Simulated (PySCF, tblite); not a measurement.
# C5H11BGe: geometry, infrared bands and NMR shifts

What infrared bands and NMR shifts should C5H11BGe (`C=[C]1C[C@@H](C)[BH][GeH2]1`) show?

Programs: tblite 0.8.0 and PySCF 2.14.0, with density-fitted response routines of our own. Each step states its level of theory. These are calculated values for one molecule in the gas phase, unless marked as measured. Atoms count from 0, in the outputs and in this text.

**1. Starting geometry**

18 atoms, charge 0, multiplicity 1; geometry from: force field or distance geometry start.

Bonds of the start (Å): C0–C1 1.34, C1–C2 1.47, C2–C3 1.49, C3–C4 1.50, C3–B5 1.60, B5–Ge6 2.06, Ge6–C1 1.93, C0–H7 1.07, C0–H8 1.09, C2–H9 1.11, C2–H10 1.10, C3–H11 1.12, C4–H12 1.11, C4–H13 1.12, C4–H14 1.11, B5–H15 1.21, Ge6–H16 1.54, Ge6–H17 1.51.

**2. Optimising the geometry with GFN2-xTB**

What the job is given:

```
{"job": {"kind": "relax", "xc": "GFN2-xTB", "basis": "xTB"}, "charge": 0, "multiplicity": 1}
C      2.260800    -1.144500    -0.964200
C      1.307100    -0.365200    -0.435800
C      0.005700    -0.879200     0.023600
C     -1.016000     0.205100     0.000900
C     -2.364100    -0.221900     0.494900
B     -0.480300     1.458100     0.846100
Ge     1.353300     1.527400    -0.082000
H      3.217400    -0.793600    -1.289300
H      2.050100    -2.211900    -1.082000
H     -0.303600    -1.654900    -0.712300
H      0.066700    -1.397900     0.993100
H     -1.158800     0.600600    -1.033200
H     -2.655000    -1.122400    -0.080300
H     -3.079500     0.601200     0.252100
H     -2.376400    -0.469900     1.575300
H     -0.552500     1.599800     2.044600
H      1.255800     2.299200    -1.408700
H      2.460600     1.976100     0.845400
```

Launch:

```
> OMP_NUM_THREADS=1 python probes_run.py task.json out
```

This one command runs all jobs of the session in turn.

**Question.** This job is followed by: GFN2-xTB harmonic vibrations, gas phase; GIAO PBE0/pcSseg-1 NMR shielding, non-relativistic, gas phase. What will the session give for the following? strongest single infrared mode (GFN2-xTB); zero-point energy (GFN2-xTB); 13C shifts against TMS (PBE0/pcSseg-1); 1H shifts against TMS (PBE0/pcSseg-1, means over atoms taken as alike); 11B shifts against BF3·OEt2 (PBE0/pcSseg-1); 73Ge shifts against GeMe4 (PBE0/pcSseg-1).

The runs gave:

| quantity | value |
| --- | --- |
| strongest single infrared mode (GFN2-xTB) | 1988 cm⁻¹, 533 km/mol |
| zero-point energy (GFN2-xTB) | 88.0 kcal/mol |
| 13C shifts against TMS (PBE0/pcSseg-1) | 161.8, 130.2, 59.1, 51.0, 19.9 ppm |
| 1H shifts against TMS (PBE0/pcSseg-1, means over atoms taken as alike) | 10.53, 6.48, 5.78, 4.18, 4.15, 2.74, 2.51, 1.54, 1.36 ppm |
| 11B shifts against BF3·OEt2 (PBE0/pcSseg-1) | 118.2 ppm |
| 73Ge shifts against GeMe4 (PBE0/pcSseg-1) | -248 ppm |

What this shows: The optimisation took 131 steps and gained 0.888 eV; among the close pairs (by a distance rule), C2–C3 changed most, from 1.490 to 1.544 Å. No mode is imaginary among the 48: a minimum at this level. The strongest single mode, at 1988 cm⁻¹, moves mainly H16 and H17. Unscaled tight-binding wavenumbers are off by several per cent, some by more. Its intensities can rank the bands wrongly. C1 (fully substituted alkene carbon) lies farthest downfield among carbon, at 161.8 ppm; the olefinic region. At PBE0/pcSseg-1: The widest tensor belongs to Ge6: span 346 ppm, with a paramagnetic part of -1176 ppm. Spin-orbit coupling is left out, which matters for shieldings and couplings at and beside the heavy atoms.
